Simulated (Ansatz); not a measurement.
# C2H6O2Sn: the cost of one run

Computed with Ansatz 0.2.0, Gaussian basis. Level: the settings change from run to run.

## (1) The molecule

An earlier PBE0-D4 in a triple-zeta def2 set relaxation fixed the geometry. Sn takes a core potential in def2 sets; no spin-orbit term is included.

11 atoms, charge 0, spin multiplicity 1.

Atoms are counted from 1 here; the program's logs count them from 0.

Bond lengths: C1–O2 1.400 Å, C1–H6 1.096 Å, C1–H7 1.096 Å, C1–H8 1.097 Å, O2–Sn3 1.974 Å, Sn3–O4 1.974 Å, O4–C5 1.400 Å, C5–H9 1.097 Å, C5–H10 1.096 Å, C5–H11 1.096 Å. Angles: O2–C1–H6 112.9°, O2–C1–H7 109.3°, O2–C1–H8 111.2°, H6–C1–H7 107.8°, H6–C1–H8 107.8°, H7–C1–H8 107.6°, C1–O2–Sn3 135.1°, O2–Sn3–O4 103.0°, Sn3–O4–C5 135.1°, O4–C5–H9 111.2°, O4–C5–H10 109.3°, O4–C5–H11 112.9°, H9–C5–H10 107.6°, H9–C5–H11 107.8°, H10–C5–H11 107.8°.

As a file:

| atom | x (Å) | y (Å) | z (Å) |
| --- | --- | --- | --- |
| C1 | -0.65394 | 1.41331 | -0.78072 |
| O2 | 0.47934 | 1.03716 | -1.51093 |
| Sn3 | 1.65335 | -0.54976 | -1.55231 |
| O4 | 1.08933 | -1.56225 | 0.04617 |
| C5 | 0.27533 | -1.29460 | 1.15284 |
| H6 | -1.25421 | 0.55665 | -0.45241 |
| H7 | -1.29197 | 2.04897 | -1.40499 |
| H8 | -0.37816 | 1.99170 | 0.10986 |
| H9 | -0.75530 | -1.62691 | 0.97668 |
| H10 | 0.65627 | -1.84113 | 2.02286 |
| H11 | 0.24516 | -0.23015 | 1.41355 |

## (2) PBE0/x2c-TZVPPall

Options: D3(BJ) with three-body dispersion.

in.yaml reads:

```yaml
crystal:
  periodic: [false, false, false]
  atoms:
    - {symbol: C, position_ang: [-0.653943, 1.413312, -0.780719]}
    - {symbol: O, position_ang: [0.479342, 1.037159, -1.510929]}
    - {symbol: Sn, position_ang: [1.653353, -0.549757, -1.552307]}
    - {symbol: O, position_ang: [1.089335, -1.562253, 0.046166]}
    - {symbol: C, position_ang: [0.275329, -1.294597, 1.152838]}
    - {symbol: H, position_ang: [-1.254211, 0.556648, -0.452409]}
    - {symbol: H, position_ang: [-1.291968, 2.048972, -1.404991]}
    - {symbol: H, position_ang: [-0.378163, 1.991700, 0.109856]}
    - {symbol: H, position_ang: [-0.755298, -1.626906, 0.976684]}
    - {symbol: H, position_ang: [0.656268, -1.841129, 2.022861]}
    - {symbol: H, position_ang: [0.245156, -0.230149, 1.413551]}
basis:
  gaussian: {orbitals: x2c-TZVPPall}
hamiltonian: {xc: {name: PBE0}, dispersion: d3bjatm}
```

Run with:

```
$ ansatz run in.yaml --threads 4 --pin off --events-out ev --progress --plain --max-ram 10444MiB
```

**Question.** How long does this run take on 4 threads of Arm Neoverse V2, shared host, and how much memory does it need?

About 3.6 s, with a peak of 0.66 GiB.
